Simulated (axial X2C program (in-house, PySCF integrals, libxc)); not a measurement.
# All-electron X2C curves of HgLi⁺

What are the state, bond length, wavenumber and bond energy of HgLi⁺, and what does spin–orbit coupling change?

Method: all-electron X2C, Hg dyall-cv3z, Li dyall-cv3z; program: an in-house X2C program for linear molecules on PySCF integrals.

All values are calculated.

## Step 1: The job

File task.json:

```json
{"zs": [80, 3], "q": 1, "bas": ["dyall-cv3z", "dyall-cv3z"], "levels": ["PBE0", "HF", "M06"], "cc": true, "r0": 2.66, "thr": -2.0, "nmax": 90, "npts": 10, "nst": 2, "ntry": 6}
```

Keys: zs atomic numbers; q charge; bas basis sets; levels methods (HF also brings MP2); cc coupled cluster on or off; r0 starting distance in Å; thr threshold in hartree for freezing inner shells (an s shell follows its p shell); nmax most natural virtual spinors; npts points asked for on the curve; nst determinants followed; ntry starts of the search.

Run with:

```bash
python so2c.py task.json out
```

Spin-free means the one-electron spin-free X2C Hamiltonian; two-component (2c) means X2C with spin–orbit coupling and atomic mean-field two-electron Coulomb and Gaunt terms. Basis: Hg dyall-cv3z contracted to [13s14p9d6f4g], Li dyall-cv3z contracted to [7s8p2d]; Gaussian nuclei, density fitting. Masses: Hg 201.971 u, Li 7.016 u.

Notation: σ, π±, δ± give the projection m of an orbital's angular momentum (0, ±1, ±2), α and β its spin, Λ and M_S the sums; ω is the projection of a spinor's total angular momentum and Ω the sum. Logs are in hartree.

The results follow Hamiltonian by Hamiltonian and level by level.

## Step 2: State search with PBE0

Determinants are compared with PBE0 at 2.660 Å.

Spin-free determinants:

```csv
ΔE (eV),state,open shells
0.00,"M_S = 0, Λ = 0",closed shell
4.55,"M_S = 1, Λ = 0",beyond closed shells: 2 × σα
5.56,"M_S = 1, Λ = 1","beyond closed shells: σα, π+α"
6.20,"M_S = 0, Λ = 1","beyond closed shells: σα, π+β"
```

Two-component determinants:

```csv
ΔE (eV),state,open shells
0.00,Ω = 0,closed shell
4.47,Ω = 1,excess of +ω over −ω: 2 × ω = 1/2
5.81,Ω = 2,"excess of +ω over −ω: ω = 1/2, ω = 3/2"
6.40,Ω = 1,"excess of +ω over −ω: ω = -1/2, ω = 3/2"
```

## Step 3: PBE0, spin-free

State followed: M_S = 0, Λ = 0 (closed shell). The scan is laid around 2.673 Å, a first estimate of the minimum, and this SCF restarts from the orbitals of the search.

Output at 2.673 Å:

```text
spin-free X2C-1e  PBE0
basis functions 219  fitting functions 1038  grid points 5086
iter        total energy     max residual
   1     -19633.080985458     1.22e+00
   2     -19633.094585767     7.50e-04
   3     -19633.094588748     4.95e-04
   4     -19633.094592004     1.22e-04
   5     -19633.094592100     3.71e-05
   6     -19633.094592124     2.55e-06
   7     -19633.094592124     1.26e-06
converged
one-electron -26978.51011702  Coulomb 7677.59546401  exact exchange -93.49552483  xc functional -286.19751963  nuclear repulsion 47.51310536
```

Along the bond, energies from the lowest point:

| R (Å) | E (eV) | μ (D) | HOMO (eV) | LUMO (eV) | iterations |
| --- | --- | --- | --- | --- | --- |
| 2.325 | 0.1534 | 7.42 | -13.56 | -6.37 | 10 |
| 2.432 | 0.0627 | 7.91 | -13.41 | -6.40 | 9 |
| 2.513 | 0.0244 | 8.28 | -13.29 | -6.42 | 9 |
| 2.593 | 0.0053 | 8.67 | -13.17 | -6.43 | 9 |
| 2.673 | 0.0000 | 9.07 | -13.05 | -6.44 | 7 |
| 2.767 | 0.0080 | 9.55 | -12.91 | -6.46 | 9 |
| 2.860 | 0.0258 | 10.04 | -12.77 | -6.47 | 9 |
| 2.980 | 0.0589 | 10.68 | -12.59 | -6.48 | 9 |
| 3.127 | 0.1076 | 11.49 | -12.38 | -6.49 | 9 |
| 3.341 | 0.1839 | 12.69 | -12.09 | -6.51 | 9 |

Dipoles are positive if Li is the positive end and refer to the centre of mass.

Outer orbitals at the reference distance:

| symmetry | occupied | ε (eV) | atomic character |
| --- | --- | --- | --- |
| σα | yes | -17.34 | 98% Hg d |
| π-α | yes | -17.22 | 99% Hg d |
| π+α | yes | -17.22 | 99% Hg d |
| δ-α | yes | -17.08 | 100% Hg d |
| δ+α | yes | -17.08 | 100% Hg d |
| σα | yes | -13.05 | 70% Hg s, 15% Li p, 10% Li s |
| σα | no | -6.44 | 53% Hg p, 37% Li s, 6% Hg s |
| π+α | no | -5.45 | 56% Hg p, 40% Li p, 3% Li d |
| π-α | no | -5.45 | 56% Hg p, 40% Li p, 3% Li d |
| σα | no | -4.72 | 47% Li p, 31% Li s, 18% Hg p |

PBE0 fields in the half plane through the axis: z from -2.4 to 4.8 Å across, distance from the axis 0.15 to 2.25 Å upwards; Hg lies at z = 0 and Li at z = 2.673 Å; the ELF is damped to zero where the density is low.

log10 density (e/bohr³). Ten even steps from '0' (-7.00 ) to '9' (1.90 ):
```
2233344444444333322211000
2333444444444443332221100
3334455555555444333221100
3344555566555544433321110
3445556666665554444322110
3445566777666555555432110
3445667888766555666543110
3455677898776656787543210
```

ELF. Ten even steps from ' ' (0.00 ) to '@' (1.00 ):
```
              ............                        
          ..::::::::::----::..                    
      ....::::::--------======::                  
      ....::::----------==++**--                  
    ....::::----------====++++                    
    ....::--==++++++==--==++--    ..::            
    ....::--++**==**++--==++..  %%@@@@@@::        
    ....::==**------**====++  ..@@@@@@@@%%        
```

Re = 2.666 Å, ωe = 262.8 cm⁻¹, ωexe = 3.82 cm⁻¹, Be = 0.3498 cm⁻¹, De = 0.601 eV, μ = 9.04 D.

## Step 4: HF, spin-free

Output at 2.673 Å:

```text
spin-free X2C-1e  HF
basis functions 219  fitting functions 1038  grid points 5086
iter        total energy     max residual
   1     -19627.383646987     9.14e-01
   2     -19627.418377538     1.43e-02
   3     -19627.419293580     1.44e-02
   4     -19627.419928117     1.19e-03
   5     -19627.419981586     2.85e-04
   6     -19627.419991329     1.16e-04
   7     -19627.419992664     6.62e-05
   8     -19627.419992942     1.95e-05
   9     -19627.419992974     4.43e-06
  10     -19627.419992975     8.20e-07
converged
one-electron -26980.67259473  Coulomb 7679.91039006  exact exchange -374.17089367  xc functional 0.00000000  nuclear repulsion 47.51310536
```

Re = 2.766 Å, ωe = 244.4 cm⁻¹, ωexe = 3.17 cm⁻¹, Be = 0.3249 cm⁻¹, De = 0.583 eV, μ = 9.10 D.

## Step 5: M06, spin-free

The SCF at the reference distance of 2.673 Å:

```text
spin-free X2C-1e  M06
basis functions 219  fitting functions 1038  grid points 5086
iter        total energy     max residual
   1     -19633.587808796     3.07e-01
   2     -19633.601474685     7.79e-03
   3     -19633.601107351     9.21e-03
   4     -19633.601876351     1.19e-03
   5     -19633.601896411     4.58e-04
   6     -19633.601900304     9.45e-05
   7     -19633.601900422     3.77e-05
   8     -19633.601900447     5.60e-06
   9     -19633.601900448     1.71e-06
converged
one-electron -26978.58694832  Coulomb 7677.72644565  exact exchange -100.99366373  xc functional -279.26083941  nuclear repulsion 47.51310536
```

Re = 2.826 Å, ωe = 219.9 cm⁻¹, Be = 0.3112 cm⁻¹, De = 0.541 eV, μ = 10.03 D.

## Step 6: MP2 and beyond, spin-free

Correlated methods: 12 electrons correlated (frozen shells, counted by type: Hg 5 s, 4 p, 2 d, 1 f; Li 1 s), 262 virtual spinors in MP2, 90 natural virtuals in coupled cluster.

Output of the correlated part at 2.673 Å:

```text
correlated 12  virtual 262  natural virtual 90  E(MP2) -0.439498322  MP2 remainder -0.015154221
iter   CCSD correlation   residual
   1     -0.380671580   1.22e-01
   2     -0.391372657   3.88e-02
   3     -0.392653550   1.49e-02
   4     -0.392592899   2.91e-03
   5     -0.392623098   1.09e-03
   6     -0.392620953   2.61e-04
   7     -0.392620595   6.62e-05
   8     -0.392621275   1.81e-05
   9     -0.392621053   5.55e-06
  10     -0.392621119   1.20e-06
  11     -0.392621091   3.85e-07
  12     -0.392621101   1.17e-07
(T) -0.016536960  T1 0.0260  D1 0.0599  max T2 0.082
```

T1 in the output is the amplitude norm over the root of the electron number; divide by √2 for the Lee–Taylor value.

MP2: Re = 2.693 Å, ωe = 246.7 cm⁻¹, Be = 0.3427 cm⁻¹, De = 0.471 eV.

CCSD: Re = 2.717 Å, ωe = 246.4 cm⁻¹, ωexe = 3.67 cm⁻¹, Be = 0.3368 cm⁻¹, De = 0.514 eV. T1 at Re = 0.019 (Lee–Taylor, the printed value over √2).

CCSD(T): Re = 2.714 Å, ωe = 246.6 cm⁻¹, ωexe = 3.71 cm⁻¹, Be = 0.3375 cm⁻¹, De = 0.508 eV. T1 at Re = 0.019 (Lee–Taylor, the printed value over √2).

## Step 7: The spin-free curves together

Energy (eV) of the followed determinant, spin-free, from each level's lowest point:

| R (Å) | PBE0 | HF | MP2 | CCSD | CCSD(T) | M06 |
| --- | --- | --- | --- | --- | --- | --- |
| 2.325 | 0.153 | 0.247 | 0.168 | n/a | n/a | 0.263 |
| 2.432 | 0.063 | 0.124 | 0.073 | 0.086 | 0.085 | 0.142 |
| 2.513 | 0.024 | 0.065 | 0.031 | 0.039 | 0.038 | 0.082 |
| 2.593 | 0.005 | 0.028 | 0.008 | 0.012 | 0.012 | 0.041 |
| 2.673 | 0.000 | 0.007 | 0.000 | 0.000 | 0.000 | 0.016 |
| 2.767 | 0.008 | 0.000 | 0.003 | 0.000 | 0.001 | 0.002 |
| 2.860 | 0.026 | 0.006 | 0.017 | 0.012 | 0.012 | 0.000 |
| 2.980 | 0.059 | 0.027 | 0.044 | 0.037 | 0.038 | 0.012 |
| 3.127 | 0.108 | 0.065 | 0.084 | n/a | n/a | 0.039 |
| 3.341 | 0.184 | 0.133 | 0.148 | n/a | n/a | 0.095 |

## Step 8: PBE0, 2c

State followed: Ω = 0 (closed shell). The scan is laid around 2.673 Å, a first estimate of the minimum, and this SCF restarts from the orbitals of the search.

The SCF at the reference distance of 2.673 Å:

```text
two-component X2C + atomic mean field  PBE0
basis functions 219  fitting functions 1038  grid points 5086
iter        total energy     max residual
   1     -19636.601942456     1.23e+00
   2     -19636.615595565     7.50e-04
   3     -19636.615598794     4.65e-04
   4     -19636.615601526     1.28e-04
   5     -19636.615601651     3.80e-05
   6     -19636.615601674     1.82e-06
   7     -19636.615601674     1.14e-06
converged
one-electron -26960.72187681  Coulomb 7674.78779051  exact exchange -93.48049589  xc functional -286.22662600  nuclear repulsion 47.51310536  atomic mean-field constant -18.48749884
```

Along the bond, energies from the lowest point:

| R (Å) | E (eV) | μ (D) | HOMO (eV) | LUMO (eV) | iterations |
| --- | --- | --- | --- | --- | --- |
| 2.325 | 0.1523 | 7.41 | -13.58 | -6.58 | 10 |
| 2.432 | 0.0619 | 7.90 | -13.42 | -6.56 | 9 |
| 2.513 | 0.0239 | 8.28 | -13.30 | -6.55 | 9 |
| 2.593 | 0.0050 | 8.67 | -13.18 | -6.55 | 9 |
| 2.673 | 0.0000 | 9.07 | -13.06 | -6.54 | 7 |
| 2.767 | 0.0082 | 9.55 | -12.92 | -6.54 | 9 |
| 2.860 | 0.0264 | 10.04 | -12.78 | -6.53 | 9 |
| 2.980 | 0.0597 | 10.68 | -12.61 | -6.53 | 9 |
| 3.127 | 0.1088 | 11.49 | -12.40 | -6.53 | 9 |
| 3.341 | 0.1854 | 12.69 | -12.11 | -6.53 | 9 |

Dipoles are positive if Li is the positive end and refer to the centre of mass.

Outer spinors at the reference distance:

| ω | occupied | ε (eV) | atomic character | λ mixture |
| --- | --- | --- | --- | --- |
| 1/2 | yes | -18.41 | 99% Hg d | 57% π, 43% σ |
| 3/2 | yes | -18.26 | 100% Hg d | 77% δ, 23% π |
| 1/2 | yes | -16.62 | 98% Hg d | 57% σ, 43% π |
| 3/2 | yes | -16.51 | 99% Hg d | 77% π, 23% δ |
| 5/2 | yes | -16.40 | 100% Hg d | 100% δ |
| 1/2 | yes | -13.06 | 70% Hg s, 15% Li p, 10% Li s | 100% σ |
| 1/2 | no | -6.54 | 58% Hg p, 31% Li s, 6% Hg s | 92% σ, 8% π |
| 1/2 | no | -5.63 | 56% Hg p, 32% Li p, 8% Li s | 87% π, 13% σ |
| 3/2 | no | -5.30 | 52% Hg p, 45% Li p, 3% Li d | 100% π |
| 1/2 | no | -4.70 | 48% Li p, 28% Li s, 19% Hg p | 94% σ, 6% π |

PBE0 fields in the half plane through the axis: z from -2.4 to 4.8 Å across, distance from the axis 0.15 to 2.25 Å upwards; Hg lies at z = 0 and Li at z = 2.673 Å; the ELF is damped to zero where the density is low.

log10 density (e/bohr³). Ten even steps from ' ' (-7.00 ) to '@' (1.90 ):
```
::::------================--------::::::....      
::------======================------::::::....    
------====++++++++++++++++======------::::....    
----====++++++++****++++++++======------::......  
--====++++++************++++++========--::::....  
--====++++****######******++++++++++++==--::....  
--====++****##%%%%%%##****++++++******++==--....  
--==++++**####%%@@%%####****++**##%%##++==--::..  
```

ELF. Ten even steps from ' ' (0.00 ) to '@' (1.00 ):
```
              ............                        
          ....::::::::----::..                    
      ....::::::--------======::                  
      ....::::----------==++**--                  
    ....::::----------====++++                    
    ....::--==++++++==--==++--    ..::            
    ....::--++**==**++--==++..  %%@@@@@@::        
    ....::==**------**====++  ..@@@@@@@@%%        
```

Re = 2.664 Å, ωe = 263.5 cm⁻¹, ωexe = 3.82 cm⁻¹, Be = 0.3503 cm⁻¹, De = 0.603 eV, μ = 9.02 D.

## Step 9: HF, 2c

Output at 2.673 Å:

```text
two-component X2C + atomic mean field  HF
basis functions 219  fitting functions 1038  grid points 5086
iter        total energy     max residual
   1     -19630.830463346     9.13e-01
   2     -19630.865372911     1.43e-02
   3     -19630.866281886     1.44e-02
   4     -19630.866908026     1.24e-03
   5     -19630.866961247     2.85e-04
   6     -19630.866971135     1.19e-04
   7     -19630.866972596     6.87e-05
   8     -19630.866972911     2.02e-05
   9     -19630.866972950     4.52e-06
  10     -19630.866972952     9.28e-07
converged
one-electron -26962.87486006  Coulomb 7677.09161214  exact exchange -374.10933155  xc functional 0.00000000  nuclear repulsion 47.51310536  atomic mean-field constant -18.48749884
```

Re = 2.763 Å, ωe = 245.3 cm⁻¹, ωexe = 3.19 cm⁻¹, Be = 0.3257 cm⁻¹, De = 0.584 eV, μ = 9.08 D.

## Step 10: M06, 2c

Output at 2.673 Å:

```text
two-component X2C + atomic mean field  M06
basis functions 219  fitting functions 1038  grid points 5086
iter        total energy     max residual
   1     -19637.042837381     3.17e-01
   2     -19637.056988957     7.74e-03
   3     -19637.056622273     9.16e-03
   4     -19637.057391448     1.22e-03
   5     -19637.057413142     4.80e-04
   6     -19637.057417262     9.88e-05
   7     -19637.057417388     3.96e-05
   8     -19637.057417415     5.64e-06
   9     -19637.057417415     1.88e-06
converged
one-electron -26960.78417456  Coulomb 7674.90404384  exact exchange -100.97745092  xc functional -279.22544230  nuclear repulsion 47.51310536  atomic mean-field constant -18.48749884
```

Re = 2.825 Å, ωe = 220.2 cm⁻¹, Be = 0.3115 cm⁻¹, De = 0.541 eV, μ = 10.03 D.

## Step 11: Correlated methods, 2c

Correlated methods: 12 electrons correlated (frozen shells, counted by type: Hg 5 s, 4 p, 2 d, 1 f; Li 1 s), 262 virtual spinors in MP2, 90 natural virtuals in coupled cluster.

Output of the correlated part at 2.673 Å:

```text
correlated 12  virtual 262  natural virtual 90  E(MP2) -0.440001221  MP2 remainder -0.015145024
iter   CCSD correlation   residual
   1     -0.381125998   1.23e-01
   2     -0.391881471   3.94e-02
   3     -0.393194028   1.53e-02
   4     -0.393131776   3.08e-03
   5     -0.393163130   1.20e-03
   6     -0.393160718   3.19e-04
   7     -0.393160366   9.24e-05
   8     -0.393161355   3.01e-05
   9     -0.393160891   1.12e-05
  10     -0.393161011   3.26e-06
  11     -0.393160955   9.64e-07
  12     -0.393160982   2.42e-07
  13     -0.393160979   7.38e-08
(T) -0.016593653  T1 0.0262  D1 0.0603  max T2 0.087
```

MP2: Re = 2.692 Å, ωe = 247.0 cm⁻¹, Be = 0.3431 cm⁻¹, De = 0.471 eV.

CCSD: Re = 2.715 Å, ωe = 247.0 cm⁻¹, ωexe = 3.71 cm⁻¹, Be = 0.3373 cm⁻¹, De = 0.514 eV. T1 at Re = 0.019 (Lee–Taylor, the printed value over √2).

CCSD(T): Re = 2.712 Å, ωe = 247.1 cm⁻¹, ωexe = 3.76 cm⁻¹, Be = 0.3379 cm⁻¹, De = 0.508 eV. T1 at Re = 0.019 (Lee–Taylor, the printed value over √2).

## Step 12: The 2c curves together

Energy (eV) of the followed determinant, 2c, from each level's lowest point:

| R (Å) | PBE0 | HF | MP2 | CCSD | CCSD(T) | M06 |
| --- | --- | --- | --- | --- | --- | --- |
| 2.325 | 0.152 | 0.244 | 0.167 | n/a | n/a | 0.262 |
| 2.432 | 0.062 | 0.122 | 0.072 | 0.086 | 0.084 | 0.142 |
| 2.513 | 0.024 | 0.063 | 0.031 | 0.039 | 0.038 | 0.081 |
| 2.593 | 0.005 | 0.026 | 0.008 | 0.012 | 0.011 | 0.041 |
| 2.673 | 0.000 | 0.007 | 0.000 | 0.000 | 0.000 | 0.016 |
| 2.767 | 0.008 | 0.000 | 0.004 | 0.000 | 0.001 | 0.002 |
| 2.860 | 0.026 | 0.006 | 0.017 | 0.012 | 0.013 | 0.000 |
| 2.980 | 0.060 | 0.028 | 0.044 | 0.038 | 0.038 | 0.012 |
| 3.127 | 0.109 | 0.067 | 0.085 | n/a | n/a | 0.040 |
| 3.341 | 0.185 | 0.135 | 0.148 | n/a | n/a | 0.096 |

The whole job took 2.4 min on 1 thread, shared host.

## Step 13: Constants

Lowest determinant that the search found at its distance, spin-free: M_S = 0, Λ = 0 (closed shell).

Lowest determinant that the search found at its distance, 2c: Ω = 0 (closed shell).

```csv
Hamiltonian,level,Re (Å),ωe (cm⁻¹),De (eV),μ (D)
spin-free,PBE0,2.666,262.8,0.601,9.04
spin-free,HF,2.766,244.4,0.583,9.10
spin-free,MP2,2.693,246.7,0.471,n/a
spin-free,CCSD,2.717,246.4,0.514,n/a
spin-free,CCSD(T),2.714,246.6,0.508,n/a
spin-free,M06,2.826,219.9,0.541,10.03
2c,PBE0,2.664,263.5,0.603,9.02
2c,HF,2.763,245.3,0.584,9.08
2c,MP2,2.692,247.0,0.471,n/a
2c,CCSD,2.715,247.0,0.514,n/a
2c,CCSD(T),2.712,247.1,0.508,n/a
2c,M06,2.825,220.2,0.541,10.03
```

Dipoles are positive if Li is the positive end and refer to the centre of mass.

Time per point (s) on 1 thread, shared host (2c runs; CCSD comes with the CCSD(T) run); the times are rough: PBE0 0.57, HF 0.43, MP2 0.75, CCSD(T) 5.3, M06 0.92.

What this shows: At CCSD(T), going from spin-free to two-component changes Re by -2 mÅ, ωe by +0.2 %, which is small (part of it comes from the scalar share of the two-electron terms). De moves by 0.00 eV; both De rest on single-determinant atoms, which can miss part of an open shell's spin–orbit lowering.

De refers to Hg + Li+, each in the lowest determinant found, which need not be this curve's own limit. The state is a single determinant with fixed occupations, the lowest that a limited PBE0 search found. Closed shells are restricted here (equal orbitals for both partners), which fails at long range if the bond breaks into open shells. Dissociation energies refer to the lowest single-determinant-based atoms at the same level and basis. CCSD and (T) use frozen natural virtuals with an MP2 correction for the truncation. The meta-GGAs lack a current-density term, which matters for open shells with orbital currents, atoms included.
